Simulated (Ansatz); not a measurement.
## B2F2H2, SMILES FBBF: a short molecular-dynamics run, step by step

With the Ansatz DFT code, driven from Python.

Run as a notebook:

```python
import ansatz
from ase import Atoms
import numpy as np

BASIS_SET = "6-31G"
FUNCTIONAL = "pbe"
VDW = "d4"
N_STEPS = 30
TEMPERATURE_K = 800
```

```python
atoms = Atoms(["F", "B", "B", "F", "H", "H"], positions=[
    [-1.4741, 0.9509, -0.8097],
    [-0.1848, 0.7162, -0.3644],
    [0.133, -0.7299, 0.3428],
    [1.5814, -0.9974, 0.811],
    [0.6705, 1.5205, -0.5206],
    [-0.684, -1.5242, 0.4948],
])
mol = ansatz.Crystal.molecule_from_ase(atoms)
```

```python
calculation = (
    mol.calculation()
    .basis(gaussian=BASIS_SET)
    .functional(FUNCTIONAL, dispersion=VDW)
)
symbols = [site.symbol for site in mol.cartesian_sites]
start = np.array([site.position_ang for site in mol.cartesian_sites], dtype=float)
summary = calculation.relax(force_tolerance=0.02).run().report
end = np.array(summary["positions_ang"])
minimum = ansatz.Crystal.molecule()
for symbol, place in zip(symbols, end):
    minimum = minimum.atom(symbol, place.tolist())

# dynamics from the relaxed geometry
calculation = (
    minimum.calculation()
    .basis(gaussian=BASIS_SET)
    .functional(FUNCTIONAL, dispersion=VDW)
    .md("nvt_nose_hoover", timestep=1.0, steps=N_STEPS, temperature=TEMPERATURE_K, initial_velocities="maxwell_boltzmann", seed=57, thermostat_time=10)
)
frames = []
res = calculation.session().plan().execute(on_event=lambda e: frames.append(e["data"]) if e["event"] == "md_step" else None)
print("t (fs)   E_pot (eV)      E_kin (eV)   T (K)   d(0-1) (A)")
for f in frames[::3]:
    xyz = np.array(f["positions_ang"])
    print(f"{f['time_fs']:6.2f} {f['lagrangian_ev']:14.5f} {f['e_kin_ev']:10.5f} {f['temperature_k']:8.1f} {np.linalg.norm(xyz[0] - xyz[1]):9.4f}")
kept = np.array([f["conserved_ev"] for f in frames])
print(f"conserved energy moves by at most {1000 * np.ptp(kept):.3f} meV")
```

    t (fs)   E_pot (eV)      E_kin (eV)   T (K)   d(0-1) (A)
      0.00    -6811.48046    0.41363    800.0    1.3823
      3.00    -6811.39493    0.33092    640.0    1.4437
      6.00    -6811.26255    0.21003    406.2    1.4844
      9.00    -6811.19387    0.16791    324.7    1.4958
     12.00    -6811.26031    0.30098    582.1    1.4751
     15.00    -6811.35940    0.55807   1079.3    1.4210
     18.00    -6811.32674    0.68348   1321.9    1.3443
     21.00    -6811.04567    0.45656    883.0    1.2829
     24.00    -6810.94772    0.37201    719.5    1.2780
     27.00    -6811.10804    0.54124   1046.8    1.3330
     30.00    -6811.17821    0.59594   1152.6    1.4121
    conserved energy moves by at most 5.504 meV

What to keep in mind:
- Total energies depend on the basis set; only differences at equal settings carry meaning.
- The trajectory is only some femtoseconds long, so its temperature is not equilibrated; where the script doesn't relax first, it starts from a rough generated geometry.
- The temperature counts the internal degrees of freedom alone.
- With hydrogen a step over 0.5 fs is long.
- Run time: 45 s on 1 thread of Arm Neoverse V2 (shared host), peak memory 0.18 GiB.

(Lines on the test bed's own set-up are left out of the output.)
